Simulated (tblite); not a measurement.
# C4H5ClFSi: the cost of one run

Computed with tblite 0.8.0 and PySCF 2.14.0, with density-fitted response routines of our own, on a single molecule in the gas phase. Atoms count from 0, in the outputs and in this text.

## Step 1: The molecule as given

12 atoms, charge 0, multiplicity 2; geometry from: force field or distance geometry start.

Bonds of the start (Å): F0–C1 1.36, C1–C2 1.35, C2–C3 1.48, C3–Si4 1.85, Si4–C5 1.89, C5–Cl6 1.75, C3–C1 1.50, C2–H7 1.08, Si4–H8 1.45, Si4–H9 1.46, C5–H10 1.12, C5–H11 1.10.

## Step 2: Geometry optimisation with GFN2-xTB

The job: settings as JSON, then the geometry in Å.

```
{"job": {"kind": "relax", "xc": "GFN2-xTB", "basis": "xTB"}, "charge": 0, "multiplicity": 2}
F      1.400700     2.236300    -0.513700
C      1.594000     1.005600     0.033200
C      2.372400    -0.069400     0.281100
C      1.003000    -0.095200     0.854600
Si    -0.397900    -0.954800     0.005600
C     -1.798200     0.317100     0.003800
Cl    -3.173400    -0.227900    -0.937400
H      3.348600    -0.498100     0.100700
H     -0.827600    -2.105700     0.780300
H     -0.136600    -1.300700    -1.386100
H     -2.045200     0.435300     1.088200
H     -1.338500     1.257000    -0.336400
```

On the command line:

```sh
$ OMP_NUM_THREADS=1 python probes_run.py task.json out
```

One launch serves the whole session: the jobs run in the order shown.

Q: Estimate the wall time of this first job on 1 thread of Intel Xeon at 2.50GHz, shared host.

About 1.8 s.
